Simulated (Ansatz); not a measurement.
# GaP2: the cost of one run

Computed with Ansatz 0.2.0 (DFT PBE, scalar-relativistic, plane waves, PAW, unless a step's input says otherwise).

## 1. The system as given

The structure is hexagonal, space group P6_3/mmc (No. 194). The conventional cell has a = 4.457 Å, b = 4.457 Å, c = 7.049 Å, α = 90.00°, β = 90.00°, γ = 120.00°. Ga (site symmetry -6m2) has 12 P at 2.95 to 3.31 Å in its first shell of neighbours. P (site symmetry 3m) is surrounded by 4 P at 2.65 to 2.88 Å and 6 Ga at 2.95 to 3.31 Å.

As a file:

```
CELL_PARAMETERS angstrom
4.45655 0.00000 0.00000
-2.22827 3.85948 0.00000
0.00000 0.00000 7.04896
ATOMIC_POSITIONS crystal
Ga 0.00000 0.00000 0.25000
Ga 0.00000 0.00000 0.75000
P 0.33333 0.66667 0.45400
P 0.66667 0.33333 0.95400
P 0.33333 0.66667 0.04600
P 0.66667 0.33333 0.54600
```

Recipe of the guess: species swapped into a database cell of EuIn2 (P6_3/mmc, No. 194), with Ga on the Eu sites and P on the In sites. Lengths come from tabulated atomic sizes and are only a guess.

## 2. Probe: one point on a coarse mesh

File input.yaml:

```yaml
crystal:
  lattice:
    - [4.45654894, 0.0, 0.0]
    - [-2.22827447, 3.8594846, 0.0]
    - [0.0, 0.0, 7.04896154]
  atoms:
    - { symbol: Ga, position: [0.0, 0.0, 0.25] }
    - { symbol: Ga, position: [0.0, 0.0, 0.75] }
    - { symbol: P, position: [0.33333333, 0.66666667, 0.454] }
    - { symbol: P, position: [0.66666667, 0.33333333, 0.954] }
    - { symbol: P, position: [0.33333333, 0.66666667, 0.046] }
    - { symbol: P, position: [0.66666667, 0.33333333, 0.546] }
basis:
  ecutwfc: 420
kpoints:
  mp_grid: { grid: [6, 6, 4] }
hamiltonian:
  xc: pbe
scf:
  occupations: { method: gaussian, width: 0.1 }
  lower_state_search: "off"
output:
  forces: true
  stress: true
  eigenvalues: true
```

Run with:

```sh
> ansatz run input.yaml --threads 1 --pin off --max-ram 2560MiB --backend cpu --events-out ev --progress --plain --runs-dir out
```

Q: Estimate wall time and peak memory on 1 thread of Intel Xeon at 2.50GHz (Skylake/Cascade Lake), shared host.

About 9.3 s, with a peak of 0.4 GiB.
